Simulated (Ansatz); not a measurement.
**C2H10AlBSi: up Jacob's ladder to CCSD(T)**

Aim: compute C2H10AlBSi with functionals from several rungs and with coupled cluster, and see how far each lands from CCSD(T) at the basis-set limit for the atomisation energy.

The runs use Ansatz 0.2.0, Gaussian basis; functionals in def2-TZVPP, the program's frozen cores in correlated methods.

The runs, in order: PBE-D4, r2SCAN-D4, PBE0-D4, B3LYP-D4, ωB97X-V, ωB97M-V, B2PLYP; CCSD(T)/def2-TZVPP; MP2/def2-QZVPP; extrapolation to the limit.

### Step 1. Structure used throughout

The geometry comes from an earlier relaxation with PBE0-D4 in a triple-zeta def2 set; it is a stationary point, not always the lowest conformer.

SMILES `C[BH][AlH][SiH2]C`, 15 atoms, charge 0, spin multiplicity 1.

Atoms are counted from 1 here; the program's logs count them from 0.

Bond lengths: C1–B2 1.559 Å, C1–H6 1.091 Å, C1–H7 1.094 Å, C1–H8 1.105 Å, B2–Al3 2.125 Å, B2–H9 1.208 Å, Al3–Si4 2.469 Å, Al3–H10 1.599 Å, Si4–C5 1.886 Å, Si4–H11 1.497 Å, Si4–H12 1.496 Å, C5–H13 1.092 Å, C5–H14 1.092 Å, C5–H15 1.093 Å. Angles: B2–C1–H6 117.4°, B2–C1–H7 113.9°, B2–C1–H8 103.2°, H6–C1–H7 109.7°, H6–C1–H8 106.6°, H7–C1–H8 104.8°, C1–B2–Al3 126.9°, C1–B2–H9 115.2°, Al3–B2–H9 117.6°, B2–Al3–Si4 121.4°, B2–Al3–H10 121.2°, Si4–Al3–H10 117.3°, Al3–Si4–C5 114.2°, Al3–Si4–H11 109.4°, Al3–Si4–H12 109.9°, C5–Si4–H11 108.6°, C5–Si4–H12 108.7°, H11–Si4–H12 105.6° and more.

### Step 2. PBE-D4 (GGA)

in.yaml

```yaml
crystal:
  periodic: [false, false, false]
  atoms:
    - {symbol: C, position_ang: [-0.840986, 0.636156, 2.605764]}
    - {symbol: B, position_ang: [0.501954, 0.722633, 1.818803]}
    - {symbol: Al, position_ang: [1.345145, -0.770202, 0.564140]}
    - {symbol: Si, position_ang: [0.654331, -1.009788, -1.794182]}
    - {symbol: C, position_ang: [-0.680502, 0.206637, -2.337615]}
    - {symbol: H, position_ang: [-1.255628, -0.357402, 2.782802]}
    - {symbol: H, position_ang: [-0.846096, 1.209610, 3.537285]}
    - {symbol: H, position_ang: [-1.553811, 1.162485, 1.945508]}
    - {symbol: H, position_ang: [1.055670, 1.795027, 1.863751]}
    - {symbol: H, position_ang: [2.469440, -1.769878, 1.104969]}
    - {symbol: H, position_ang: [0.156620, -2.401716, -2.028233]}
    - {symbol: H, position_ang: [1.841584, -0.851772, -2.690831]}
    - {symbol: H, position_ang: [-0.334224, 1.236945, -2.227810]}
    - {symbol: H, position_ang: [-0.953256, 0.050319, -3.383524]}
    - {symbol: H, position_ang: [-1.582041, 0.090242, -1.731528]}
basis:
  gaussian: {orbitals: def2-TZVPP}
hamiltonian: {xc: pbe, dispersion: d4}
output: {forces: true, orbitals: {seedname: orbitals}}
```

Started as:

```
ansatz run in.yaml --threads 4 --pin off --events-out ev --progress --plain --max-ram 10444MiB
```

After this run come: r2SCAN-D4 (meta-GGA); PBE0-D4 (hybrid); B3LYP-D4 (hybrid); ωB97X-V (range-separated); ωB97M-V (range-separated); B2PLYP (double hybrid); CCSD(T) in def2-TZVPP; MP2 in def2-QZVPP.

**Question.** What will the summary of the whole plan be? Wanted: atomisation energy, CCSD(T)/CBS; farthest; mean size of error, hybrid; mean size of error, range-separated; gap, smallest and largest; T1 diagnostic; triples share of the correlation energy.

As calculated:

```
                               quantity                                value
        atomisation energy, CCSD(T)/CBS                        5004.0 kJ/mol
 functionals within 25.0 kJ/mol (0.5 %)           PBE0-D4, B3LYP-D4, ωB97M-V
                               farthest                B2PLYP (-49.2 kJ/mol)
             mean size of error, hybrid                          13.1 kJ/mol
    mean size of error, range-separated                          23.8 kJ/mol
              gap, smallest and largest  2.88 eV (PBE-D4), 8.99 eV (ωB97X-V)
                          T1 diagnostic                               0.0117
triples share of the correlation energy                                3.5 %
```

In words: PBE-D4 is off by +34.9 kJ/mol. Double hybrids carry the basis error of their MP2 part in triple zeta, and no dispersion term here, so their miss is partly the set-up's. Misses under about 25.0 kJ/mol are within the doubt on the reference itself, which lacks core-valence correlation, relativity and higher excitations. Hartree-Fock recovers 77 % of the binding; the rest is correlation. The gap grows from 2.9 to 9.0 eV across the functionals, mostly with the share of exact exchange.
